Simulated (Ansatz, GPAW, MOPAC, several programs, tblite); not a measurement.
# What cheap methods get right for OsIF (a single layer)

Aim: run OsIF as a single layer in vacuum through methods of unlike cost and see what each gets, and at what price.

Method: no spin polarisation, static lattice; gaps from single points on the cell relaxed beforehand with r²SCAN, in MOPAC, tblite, GPAW, Ansatz (versions at each run).

### Step 1. The system as given

Symmetry: P3m1, No. 156, trigonal system. Conventional cell: a = 3.670 Å, b = 3.670 Å, c = 29.954 Å, α = 90.00°, β = 90.00°, γ = 120.00°. Around Os (site symmetry 3m) lie 3 I at 2.49 Å and 3 F at 2.53 Å. Around F (site symmetry 3m) lie 3 Os at 2.53 Å. Around I (site symmetry 3m) lie 3 Os at 2.49 Å.

As a file:

```
Os F I
1.0
     3.67028    0.00000    0.00000
    -1.83514    3.17856    0.00000
     0.00000    0.00000   29.95423
Os F I
1 1 1
Cartesian
  0.0000 2.1190 8.9750
  1.8351 1.0595 10.3633
  1.8351 1.0595 7.6617
```

The cell holds a single layer (2H monolayer (Janus)) with vacuum along c; the form is built, and need not be the compound's stable one.

**Question.** The methods are PM6, PM7, GFN1-xTB (tblite), GFN2-xTB (tblite), PBE/single-zeta, coarse PBE, GLLB-SC, PBE, r2SCAN. What gap does r2SCAN give on this cell, and which other methods (full PBE left aside) come nearest to r2SCAN and farthest in gap?

```
                                      quantity                                  value
                                        r2SCAN                            gap 1.07 eV
gap: nearest and farthest of the other methods  coarse PBE (-0.30 eV), PM6 (+2.56 eV)
```

In words: For the gap, of the 6 methods compared (full PBE left aside), coarse PBE comes nearest to r2SCAN and PM6 is farthest. A minimal basis or a coarse cutoff and mesh shifts results by its own error, so closeness to r2SCAN can be chance. Cluster runs see only the k-points that fold onto the zone centre, so their gaps can miss the band edges. GLLB-SC is compared with its derivative discontinuity added. PM7 ended in an unphysical state and is left out of the comparison. CPU times run from 0.77 s (GFN1-xTB (tblite)) to 57 s (GLLB-SC). On this cell GLLB-SC cost more than r2SCAN itself (43 s), so it is no saving here. r2SCAN is a yardstick, not the truth: it usually gives gaps below the measured ones. Spin-orbit coupling is left out throughout.
